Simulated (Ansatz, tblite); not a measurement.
**SiCl3(nBu) (C4H9Cl3Si): rung by rung**

One table from this session's results is given with a row withheld; the runs are named, their logs left out.

The runs use Ansatz 0.2.0, Gaussian basis; as each input shows.

The runs, in order: GFN1-xTB, GFN2-xTB, PBE-D4/def2-TZVP, r2SCAN-D4/def2-TZVP, r2SCAN0-D4/def2-TZVP, CAM-B3LYP-D4/def2-TZVP, PBE-QIDH/def2-TZVP, PBE-D4/def2-SVP, PBE0-D4/def2-SVP, MP2/def2-TZVP, RPA/def2-TZVP.

2 further runs of the same task are left out: 2 set aside as unsound or not needed. Runs told in other sessions of the task aren't counted.

**The geometry**

The geometry is that of the singlet, from an earlier relaxation (PBE-D4/def2-SVP).

17 atoms, charge 0, spin multiplicity 1.

Bond lengths: C1–C2 1.538 Å, C1–Si8 1.868 Å, C1–H9 1.113 Å, C1–H10 1.112 Å, C2–C3 1.537 Å, C2–H11 1.113 Å, C2–H12 1.111 Å, C3–C4 1.531 Å, C3–H13 1.112 Å, C3–H14 1.113 Å, C4–H15 1.109 Å, C4–H16 1.110 Å, C4–H17 1.111 Å, Cl5–Si8 2.070 Å, Cl6–Si8 2.073 Å, Cl7–Si8 2.072 Å. Angles: C2–C1–Si8 114.3°, C2–C1–H9 111.1°, C2–C1–H10 111.8°, Si8–C1–H9 106.5°, Si8–C1–H10 106.2°, H9–C1–H10 106.4°, C1–C2–C3 114.0°, C1–C2–H11 109.1°, C1–C2–H12 108.9°, C3–C2–H11 109.4°, C3–C2–H12 109.2°, H11–C2–H12 106.0°, C2–C3–C4 114.5°, C2–C3–H13 108.2°, C2–C3–H14 109.0°, C4–C3–H13 109.3°, C4–C3–H14 109.7°, H13–C3–H14 105.7° and more.

PBE0-D4/def2-TZVP was run before; its log isn't repeated, and its numbers join the tables.

Set-up of the first run:

Tight binding, by tblite at 300 K electronic temperature and without a spin-polarisation term:

```python
tblite.interface.Calculator('GFN1-xTB', numbers, positions, charge=0, uhf=0).singlepoint()
```

Tight binding, by tblite at 300 K electronic temperature and without a spin-polarisation term:

```python
tblite.interface.Calculator('GFN2-xTB', numbers, positions, charge=0, uhf=0).singlepoint()
```

start.molden holds the orbitals of an earlier run on this state, given as this run's starting guess.

The input, in.yaml:

```yaml
crystal:
  periodic: [false, false, false]
  atoms:
    - {symbol: C, position_ang: [0.405411, 0.205940, 0.869415]}
    - {symbol: C, position_ang: [0.378238, 0.112671, -0.665772]}
    - {symbol: C, position_ang: [-0.279338, -1.168500, -1.202961]}
    - {symbol: C, position_ang: [-1.769481, -1.302136, -0.878346]}
    - {symbol: Cl, position_ang: [1.240988, 1.738570, 3.601903]}
    - {symbol: Cl, position_ang: [3.234202, 1.781346, 0.894906]}
    - {symbol: Cl, position_ang: [0.320514, 3.444591, 0.854888]}
    - {symbol: Si, position_ang: [1.262605, 1.727448, 1.531964]}
    - {symbol: H, position_ang: [0.927970, -0.670222, 1.314730]}
    - {symbol: H, position_ang: [-0.619393, 0.213615, 1.300775]}
    - {symbol: H, position_ang: [-0.152871, 1.001001, -1.074383]}
    - {symbol: H, position_ang: [1.419425, 0.176532, -1.048585]}
    - {symbol: H, position_ang: [-0.139854, -1.194313, -2.305486]}
    - {symbol: H, position_ang: [0.271993, -2.051733, -0.808679]}
    - {symbol: H, position_ang: [-2.201499, -2.214098, -1.337901]}
    - {symbol: H, position_ang: [-1.955321, -1.369316, 0.213879]}
    - {symbol: H, position_ang: [-2.343609, -0.431386, -1.260329]}
basis:
  gaussian: {orbitals: def2-TZVP, initial_orbitals: start.molden}
hamiltonian: {xc: pbe, dispersion: d4}
scf: {omitted_lower_state_checks: [starts]}
output: {forces: true, orbitals: {seedname: orbitals}}
```

On the command line:

```bash
> ansatz run in.yaml --threads 4 --pin off --events-out ev --progress --plain --max-ram 4787MiB
```

Among the steps run: PBE-D4/def2-TZVP; r2SCAN-D4/def2-TZVP; r2SCAN0-D4/def2-TZVP; CAM-B3LYP-D4/def2-TZVP; PBE-QIDH/def2-TZVP; PBE-D4/def2-SVP; PBE0-D4/def2-SVP; MP2/def2-TZVP; RPA/def2-TZVP.

One table of the session follows, with a row left open; its other results are not shown here.

It belongs to the step «Binding energy». 

| level | binding an atom (eV) |
| --- | --- |
| HF/def2-TZVP | 3.007 |
| PBE-D4/def2-SVP | 4.068 |
| PBE-D4/def2-TZVP | 4.045 |
| r2SCAN-D4/def2-TZVP | 3.994 |
| PBE0-D4/def2-SVP | ? |
| PBE0-D4/def2-TZVP | 4.004 |
| r2SCAN0-D4/def2-TZVP | 3.955 |
| CAM-B3LYP-D4/def2-TZVP | 3.970 |
| MP2/def2-TZVP | 3.908 |

Estimate the missing values for PBE0-D4/def2-SVP.

As computed: binding an atom (eV): 4.026. In the column «binding an atom (eV)» it lies between PBE0-D4/def2-TZVP (4.004) and PBE-D4/def2-TZVP (4.045).

Limits of these values: Free atoms were run apart at each level; binding is atoms less cluster, divided by the number of atoms, without zero-point or spin-orbit terms.
